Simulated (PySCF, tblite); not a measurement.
# C2H12N2Si2: geometry, infrared bands and NMR shifts

Wanted: the infrared bands and NMR shifts of C2H12N2Si2 (`NCCN([SiH3])[SiH3]`), by calculation.

The runs use tblite 0.8.0 and PySCF 2.14.0, with density-fitted response routines of our own; the level of theory stands in each step. All values are computed, except where a source is named. Atoms are numbered from 0 throughout.

### 1 Starting geometry

18 atoms, charge 0, multiplicity 1; geometry from: force field or distance geometry start.

Bonds of the start (Å): N0–C1 1.47, C1–C2 1.53, C2–N3 1.48, N3–Si4 1.71, N3–Si5 1.71, N0–H6 1.02, N0–H7 1.02, C1–H8 1.10, C1–H9 1.10, C2–H10 1.10, C2–H11 1.10, Si4–H12 1.48, Si4–H13 1.47, Si4–H14 1.49, Si5–H15 1.50, Si5–H16 1.49, Si5–H17 1.48.

### 2 Relaxing the molecule with GFN2-xTB

What the job is given:

```
{"job": {"kind": "relax", "xc": "GFN2-xTB", "basis": "xTB"}, "charge": 0, "multiplicity": 1}
N      2.882200     0.089100     0.489100
C      1.420100    -0.029000     0.642600
C      0.687000     0.283800    -0.661900
N     -0.789500     0.174100    -0.611700
Si    -1.617500    -1.325800    -0.569000
Si    -1.800400     1.317700     0.151000
H      3.198200    -0.573200    -0.212200
H      3.338000    -0.160300     1.367800
H      1.203400    -1.056300     0.983700
H      1.102200     0.650400     1.449500
H      0.944300     1.301500    -0.990800
H      1.056300    -0.371900    -1.459000
H     -0.820100    -2.280200    -1.362300
H     -1.669400    -1.820500     0.816600
H     -2.969000    -1.200100    -1.176800
H     -1.847600     1.031400     1.619000
H     -1.174500     2.650900    -0.040800
H     -3.152400     1.324800    -0.446500
```

Run with:

```
OMP_NUM_THREADS=1 python probes_run.py task.json out
```

One launch serves the whole session: the jobs run in the order shown.

**Question.** This job is followed by: GFN2-xTB harmonic vibrations, gas phase; GIAO PBE0/pcSseg-1 NMR shielding, non-relativistic, gas phase. Predict these results of the whole session: strongest single infrared mode (GFN2-xTB); zero-point energy (GFN2-xTB); 13C shifts against TMS (PBE0/pcSseg-1); 1H shifts against TMS (PBE0/pcSseg-1, means over atoms taken as alike); 15N shifts against NH3 (PBE0/pcSseg-1); 29Si shifts against TMS (PBE0/pcSseg-1, means over atoms taken as alike).

The runs gave:

```
                                                                quantity                       value
                               strongest single infrared mode (GFN2-xTB)       2186 cm⁻¹, 657 km/mol
                                            zero-point energy (GFN2-xTB)               85.2 kcal/mol
                                  13C shifts against TMS (PBE0/pcSseg-1)              59.3, 48.5 ppm
  1H shifts against TMS (PBE0/pcSseg-1, means over atoms taken as alike)  4.76, 3.11, 3.06, 0.47 ppm
                                  15N shifts against NH3 (PBE0/pcSseg-1)              32.3, 11.1 ppm
29Si shifts against TMS (PBE0/pcSseg-1, means over atoms taken as alike)                   -44.5 ppm
```

**Reading.** Relaxing lowered the energy by 0.342 eV in 82 steps; the close pair that moved most is C2–N3, from 1.481 to 1.447 Å. No mode is imaginary among the 48: a minimum at this level. The strongest single mode, at 2186 cm⁻¹, moves mainly H15. Unscaled tight-binding wavenumbers are off by several per cent, some by more. Its intensities can rank the bands wrongly. At PBE0/pcSseg-1: The largest span, 142 ppm, is at Si4, Si5, where the paramagnetic term is -487 ppm.
